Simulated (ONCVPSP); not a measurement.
# Pseudopotential generation for F: ONCV, PBEsol

Task: generate the file, and judge it by its errors in other configurations, its logarithmic derivatives, its ghosts and its cutoff.

Method: ONCVPSP 4.0.1.1 (patched build), PBEsol, scalar-relativistic.

## Step 1: Starting point

The settings as typed:

```json
{
 "element": "fluorine (F, Z = 9)",
 "type": "optimised norm-conserving Vanderbilt (ONCV)",
 "frozen core": "[He]",
 "valence charge": "7",
 "reference configuration": "2s2 2p5",
 "partial waves": "2s: rc 0.75 bohr, ncon 4, nbas 7, qcut 11.1 1/bohr, 1 projector; 2p: rc 1.90 bohr, ncon 4, nbas 8, qcut 7.4 1/bohr, 3 projectors, debl 1.5 Ha; d scattering state at 0.4 Ha: rc 2.05 bohr, ncon 4, nbas 7, qcut 4.9 1/bohr, 2 projectors, debl 0.4 Ha",
 "local potential": "polynomial inside 0.65 bohr (lpopt 4, dvloc0 0 Ha)",
 "core correction": "polynomial model core, fcfact 0.55"
}
```

The outer shells as boxes (Hund's rule for the drawing; the calculation is spin-unpolarised):

```
[He] core
2s [↑↓]
2p [↑↓][↑↓][↑ ]
```

## Step 2: Generating the potential

F.dat

```
# ATOM AND REFERENCE CONFIGURATION
# atsym  z   nc   nv     iexc    psfile
  F 9.00    1    2  -116133      upf
#
#   n    l    f
    1    0    2.00
    2    0    2.00
    2    1    5.00
#
# PSEUDOPOTENTIAL AND OPTIMIZATION
# lmax
    2
#
#   l,   rc,      ep,       ncon, nbas, qcut
    0    0.75    0.00    4    7   11.10
    1    1.90    0.00    4    8    7.40
    2    2.05    0.40    4    7    4.90
#
# LOCAL POTENTIAL
# lloc, lpopt,  rc(5),   dvloc0
    4    4    0.65    0.00
#
# VANDERBILT-KLEINMAN-BYLANDER PROJECTORs
# l, nproj, debl
    0    1    1.40
    1    3    1.50
    2    2    0.40
#
# MODEL CORE CHARGE
# icmod, fcfact, rcfact
    1    0.55    0.00
#
# LOG DERIVATIVE ANALYSIS
# epsh1, epsh2, depsh
   -3.00    5.00    0.02
#
# OUTPUT GRID
# rlmax, drl
    6.00    0.01
#
# TEST CONFIGURATIONS
# ncnf
    4
# nvcnf
#   n    l    f
    2
    2    0    2.00
    2    1    4.00
#
    2
    2    0    2.00
    2    1    3.00
#
    2
    2    0    2.00
    2    1    2.00
#
    2
    2    0    2.00
    2    1    4.50
#
```

Command:

```bash
$ oncvpsp.x < F.dat > F.out
```

**Question.** What will these runs give? Wanted: cutoffs for 1 and 0.1 mHa per electron, occupied waves; bound ghosts; GHOST(+) flags; largest test error; largest phase difference near zero energy, channels read; rms error of d²Exc/dn², without and with the model core.

The runs gave:

| quantity | value |
| --- | --- |
| cutoffs for 1 and 0.1 mHa per electron, occupied waves | 54 Ha and 104 Ha |
| bound ghosts | none found |
| GHOST(+) flags | none at low energy |
| largest test error (AE − PS) | +3374 meV, for 2s2 2p2 |
| largest phase difference near zero energy, channels read | 0.001 rad |
| rms error of d²Exc/dn², without and with the model core | 1.02 and 0.98 mHa |

In words: The worst unpolarised test, 2s2 2p2, is off by 3374 meV on 118.1 eV; by total energies transferability rates as poor. That test lies far up in energy; among those under 40 eV, nearer to bonding, the largest error is 149 meV. It counts as hard, with 54 Ha needed at the looser tolerance. At the looser tolerance the 2s wave is the slowest; 2p needs 20 Ha. It is free of bound ghosts as far as tested. Near zero energy the phases of the channels with partial waves agree within 0.001 rad.
